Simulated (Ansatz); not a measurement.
Write a Python script for Ansatz 0.2.0, Python API that makes a point defect in a supercell of TaN, space group P-6m2. Settings (first run): LDA, PAW, cutoff 476 eV, 3×3×2 k-points, Fermi-Dirac smearing of 0.1 eV.

```yaml
crystal:
  lattice:
    - [2.93800, 0.00000, 0.00000]
    - [-1.46900, 2.54438, 0.00000]
    - [0.00000, 0.00000, 2.88300]
  atoms:
    - { symbol: Ta, position: [0.33333, 0.66667, 0.50000] }
    - { symbol: N, position: [0.00000, 0.00000, 0.00000] }
```

Script `run_defect.py`:
```python
"""Point defect (antisite) in TaN."""

import logging
import sys
import warnings

import ansatz as az
import numpy as np
from pymatgen.core import Lattice, Structure
from pymatgen.io.ase import AseAtomsAdaptor

logging.basicConfig(stream=sys.stdout, format="[%(levelname)s] %(message)s")
log = logging.getLogger("calc")
log.setLevel(logging.INFO)

warnings.simplefilter("ignore", az.DeckWarning)

pmg_structure = Structure(
    Lattice([(2.938, 0.0, 0.0), (-1.469, 2.54438, 0.0), (0.0, 0.0, 2.883)]),
    ["Ta", "N"],
    [
        (1 / 3, 2 / 3, 0.5),
        (0.0, 0.0, 0.0),
    ],
)
xtal = az.Crystal.from_ase(AseAtomsAdaptor.get_atoms(pmg_structure))
host = xtal.supercell(2)
defective = host.substitution("N", at=(1 / 3, 2 / 3, 0.5), replaces="Ta")

def settled(structure):
    return (
        structure.calculation()
        .functional(az.Functional.LDA)
        .basis(35 * az.Ry)
        .pseudopotentials("paw")
        .kpoints(3, 3, 2)
        .occupations("Fermi-Dirac", width=0.1)
        .band_table()
    )


perfect = settled(host).run(threads=1, backend="cpu").report
calc = (
    settled(defective)
    .relax(force_tolerance=0.05, max_steps=40)
)
result = calc.run(threads=1, backend="cpu")
rep = result.report

n_host, n_defect = len(perfect["lattice"]["sites"]), len(rep["lattice"]["sites"])
log.info(f"perfect cell: {n_host} atoms, F = {perfect['free_energy_ev']:.4f} eV")
log.info(f"defect cell:  {n_defect} atoms, F = {rep['free_energy_ev']:.4f} eV")
# chemical potentials are still to be added to this difference
log.info(f"difference {rep['free_energy_ev'] - perfect['free_energy_ev']:.4f} eV (no chemical potentials)")

pull = np.linalg.norm(rep["forces_ev_ang"], axis=1)
for atom in np.argsort(-pull)[:5]:
    log.info(f"force on {result.lattice.sites[atom].symbol}{atom}: {pull[atom]:.3f} eV/A")

for label, run in (("perfect", perfect), ("defect", rep)):
    levels, filled = np.array(run["eigenvalues_ev"][0]), np.array(run["occupations"][0])
    top = int(np.argmin(np.abs(levels - run["fermi_energy_ev"])))
    window = slice(max(top - 3, 0), top + 4)
    print(label, "levels near E_F at the first k-point:", ", ".join(f"{e - run['fermi_energy_ev']:.2f} ({f:.2f})" for e, f in zip(levels[window], filled[window])))
```

```console
$ python run_defect.py
[INFO] perfect cell: 16 atoms, F = -80473.8583 eV
[INFO] defect cell:  16 atoms, F = -71156.0594 eV
[INFO] difference 9317.7989 eV (no chemical potentials)
[INFO] force on Ta10: 0.007 eV/A
[INFO] force on Ta6: 0.007 eV/A
[INFO] force on Ta14: 0.007 eV/A
[INFO] force on N15: 0.004 eV/A
[INFO] force on N5: 0.004 eV/A
perfect levels near E_F at the first k-point: -0.47 (1.98), -0.47 (1.98), -0.28 (1.89), -0.28 (1.89), 2.15 (0.00), 2.25 (0.00), 2.78 (0.00)
defect levels near E_F at the first k-point: -1.45 (2.00), -0.83 (2.00), -0.30 (1.91), -0.16 (1.68), 1.09 (0.00), 1.09 (0.00), 1.64 (0.00)
```

Reading the output:
- Absolute energies stand on the zero of these potentials, so only differences at equal settings mean something. A total without «per atom» is that of the cell as typed.
- Spin is left out of this run.
- The computed bands are complete only to about 3.9 eV above the Fermi level.
- The mesh is modest for a metal, so energies can be off by several to tens of meV an atom and pressures by half a GPa or more; differences at equal mesh fare better.
- The difference holds no chemical potentials.
- Errors of mesh and smearing per atom add up over the supercell, so the energy can be off by tenths of an eV.
- Each cell's levels count from its own Fermi level and aren't aligned; one k-point can hide that the defect cell is metallic.
- The structure is a deposited one; some such entries were measured under pressure or heat, so a shift against it needn't be the functional's error alone.
- Levels are Kohn-Sham eigenvalues on this mesh, without spin-orbit coupling.
- The supercell is small, so the defect meets its images and the energies aren't those of an isolated defect; a partly filled defect level may also lower its energy by spin or distortion. For a charged cell the difference holds no correction, alignment or term for the electrons' reservoir.
- Processor time in the engine: 34 s on 1 thread of Intel(R) Xeon(R) Processor @ 2.30GHz, on a shared host, peak memory 0.7 GiB.
